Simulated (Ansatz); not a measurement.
# C3H8AlCl: one species, many methods

One table from this session's results is given with a row withheld; the runs are named, their logs left out.

The runs use Ansatz 0.2.0, Gaussian basis; functionals in def2-TZVPP, the program's frozen cores in correlated methods.

Plan: LDA (SPW92), PBE-D4, revPBE-D4, BLYP-D4, r2SCAN-D4, B97M-V, PBE0-D4, B3LYP-D4, r2SCANh-D4, r2SCAN0-D4, HSE06-D4, BHLYP-D4, CAM-B3LYP-D4, LC-ωPBE, ωB97X-V, ωB97M-V, B2PLYP, PBE-QIDH; CCSD(T)/def2-SVP; CCSD(T)/def2-TZVPP; MP2/def2-QZVPP; extrapolation to the limit; RPA on PBE.

### The geometry

An earlier PBE0-D4 in a triple-zeta def2 set relaxation fixed the geometry.

SMILES `C[CH2][Al]([CH3])[Cl]`, 13 atoms, charge 0, spin multiplicity 1.

Atoms are counted from 1 here; the program's logs count them from 0.

Bond lengths: C1–C2 1.529 Å, C1–H6 1.094 Å, C1–H7 1.094 Å, C1–H8 1.094 Å, C2–Al3 1.952 Å, C2–H9 1.098 Å, C2–H10 1.097 Å, Al3–C4 1.944 Å, Al3–Cl5 2.114 Å, C4–H11 1.092 Å, C4–H12 1.095 Å, C4–H13 1.095 Å. Angles: C2–C1–H6 112.0°, C2–C1–H7 111.8°, C2–C1–H8 111.8°, H6–C1–H7 107.1°, H6–C1–H8 107.1°, H7–C1–H8 106.7°, C1–C2–Al3 115.6°, C1–C2–H9 110.5°, C1–C2–H10 110.5°, Al3–C2–H9 107.6°, Al3–C2–H10 107.6°, H9–C2–H10 104.3°, C2–Al3–C4 125.2°, C2–Al3–Cl5 116.7°, C4–Al3–Cl5 118.2°, Al3–C4–H11 112.4°, Al3–C4–H12 110.7°, Al3–C4–H13 110.9° and more.

Geometry (Å):

```xyz
13

C    -1.26194    0.91153    0.93083
C    -0.32833    1.30201   -0.21483
Al    0.85721   -0.10984   -0.85494
C     0.93318   -1.91629   -0.14201
Cl    2.14962    0.38840   -2.45232
H    -1.89834    1.74452    1.24378
H    -0.70650    0.58276    1.81355
H    -1.92527    0.08817    0.65172
H     0.29795    2.15602    0.07342
H    -0.90511    1.66688   -1.07426
H     1.69634   -2.52511   -0.63038
H    -0.03134   -2.42092   -0.26254
H     1.14313   -1.90293    0.93258
```

Set-up of the first run:

Contents of in.yaml:

```yaml
crystal:
  periodic: [false, false, false]
  atoms:
    - {symbol: C, position_ang: [-1.261943, 0.911531, 0.930827]}
    - {symbol: C, position_ang: [-0.328326, 1.302011, -0.214827]}
    - {symbol: Al, position_ang: [0.857207, -0.109837, -0.854940]}
    - {symbol: C, position_ang: [0.933182, -1.916293, -0.142011]}
    - {symbol: Cl, position_ang: [2.149620, 0.388398, -2.452319]}
    - {symbol: H, position_ang: [-1.898341, 1.744522, 1.243783]}
    - {symbol: H, position_ang: [-0.706496, 0.582762, 1.813547]}
    - {symbol: H, position_ang: [-1.925265, 0.088170, 0.651718]}
    - {symbol: H, position_ang: [0.297945, 2.156017, 0.073423]}
    - {symbol: H, position_ang: [-0.905105, 1.666883, -1.074260]}
    - {symbol: H, position_ang: [1.696336, -2.525109, -0.630378]}
    - {symbol: H, position_ang: [-0.031342, -2.420924, -0.262536]}
    - {symbol: H, position_ang: [1.143126, -1.902932, 0.932575]}
basis:
  gaussian: {orbitals: def2-TZVPP}
hamiltonian: {xc: lda}
output: {orbitals: {seedname: orbitals}}
```

Started as:

```
ansatz run in.yaml --threads 4 --pin off --events-out ev --progress --plain --max-ram 10444MiB
```

Among the steps run: LDA; PBE-D4 (GGA); revPBE-D4 (GGA); BLYP-D4 (GGA); r2SCAN-D4 (meta-GGA); B97M-V (meta-GGA); PBE0-D4 (hybrid); B3LYP-D4 (hybrid); r2SCANh-D4 (hybrid); r2SCAN0-D4 (hybrid); HSE06-D4 (hybrid); BHLYP-D4 (hybrid); CAM-B3LYP-D4 (range-separated); LC-ωPBE (range-separated); ωB97X-V (range-separated); ωB97M-V (range-separated); B2PLYP (double hybrid); PBE-QIDH (double hybrid).

One table of the session follows, with a row left open; its other results are not shown here.

It belongs to the step «Frontier levels by functional». 

```
  functional  HOMO (eV)  gap (eV)
 LDA (SPW92)      -6.40      4.74
      PBE-D4      -6.29      4.88
   revPBE-D4      -6.24      4.95
     BLYP-D4      -6.17      4.87
   r2SCAN-D4          ?         ?
      B97M-V      -6.62      5.40
     PBE0-D4      -7.54      6.91
    B3LYP-D4      -7.33      6.48
  r2SCANh-D4      -7.01      6.19
  r2SCAN0-D4      -7.71      7.27
    HSE06-D4      -7.14      6.14
    BHLYP-D4      -8.71      8.86
CAM-B3LYP-D4      -8.90      9.20
     LC-ωPBE     -10.26     11.68
     ωB97X-V      -9.90     11.16
     ωB97M-V      -9.74     10.69
```

Q: Estimate the row for r2SCAN-D4 from the others.

Worked estimate for «HOMO (eV)». Against the share of exact exchange, r2SCANh-D4 (0.1, -7.01), r2SCAN0-D4 (0.25, -7.71) give a slope of -4.67 per unit share; at 0 the line stands at -6.54.

**Answer.** HOMO (eV): -6.54; gap (eV): 5.47. In «HOMO (eV)» the line misses by 0.00.
